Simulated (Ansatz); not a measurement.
Born–Oppenheimer molecular dynamics of a periodic cell of 16 atoms, WC (start crystal WC, start structure P-6m2, volume 1.1 times the crystal's). It starts from a structure without forces on its atoms.

The calculation used Ansatz, DFT LDA, scalar-relativistic, plane waves, PAW. Settings: accuracy low, PAW set soft_1, cutoff 420 eV, k mesh 2x2x2, fermi-dirac smearing 0.36 eV, no spin polarisation.

| Quantity | Value |
| --- | --- |
| ensemble | NVT, Langevin thermostat |
| time step | 1 fs |
| steps asked | 600 |
| set temperature | 300 K |
| friction | 0.02 /fs |
| temperature schedule | 600 steps to 4200 K |
| seed | 581584 |

First frame:

```xyz
16
Lattice="-2.9354 -5.0842 0.0000 4.4031 -2.5421 0.0000 0.0000 0.0000 5.7662" Properties=species:S:1:pos:R:3
W 0.000 -5.084 0.000
C 1.468 -4.237 1.442
W 0.000 -5.084 2.883
C 1.468 -4.237 4.325
W -1.468 -2.542 0.000
C 0.000 -1.695 1.442
W -1.468 -2.542 2.883
C 0.000 -1.695 4.325
W 1.468 -2.542 0.000
C 2.935 -1.695 1.442
W 1.468 -2.542 2.883
C 2.935 -1.695 4.325
W 0.000 0.000 0.000
C -1.468 -4.237 1.442
W 0.000 0.000 2.883
C -1.468 -4.237 4.325
```

What does the run give?

The run went to its last step.

```yaml
steps_done: 600
time_covered: 600 fs
mean_temperature_over_the_second_half: 3008 K
spread_of_the_potential_energy_over_the_second_half: 109.6 meV per atom
mean_potential_energy_of_the_second_half_above_the_start: 391.6 meV per atom
```

The schedule's set-point averaged 3225 K over the second half and the system 3008 K. A run of 0.6 ps of so small a system gives no equilibrium averages. Limits of this set-up: coarse k mesh, PAW files made for another functional, low accuracy level.

What happens to the structure?

Mean squared displacements from the first frame to the last, about the centre of mass: W 0.07 Å², C 0.13 Å². This is one draw of velocities; another would differ in detail.

How do temperature and energy run in time?


```
time (fs)  T (K)  potential energy less start (eV)
        0    281                             0.000
       20    137                             0.386
       40    299                             0.596
       60    476                             0.834
       80    583                             1.173
      100    632                             1.258
      120    852                             1.782
      140    889                             1.752
      160    980                             2.260
      180   1136                             1.900
      200   1389                             2.320
      220    898                             3.168
      240   1433                             1.858
      260   1654                             1.957
      280   2321                             2.942
      300   2100                             4.317
      320   1712                             4.880
      340   2042                             4.585
      360   2571                             3.240
      380   2889                             4.871
      400   3313                             4.705
      420   2057                             5.375
      440   2689                             6.383
      460   2441                             6.712
      480   3244                             7.034
      500   3450                             7.224
      520   3340                             7.253
      540   3271                             7.811
      560   2954                             9.281
      580   5299                             7.223
      600   4477                            10.198
```

Run time: 28 min on 1 thread of Intel(R) Xeon(R) 6975P-C (Granite Rapids) (shared host), peak memory 0.58 GiB.
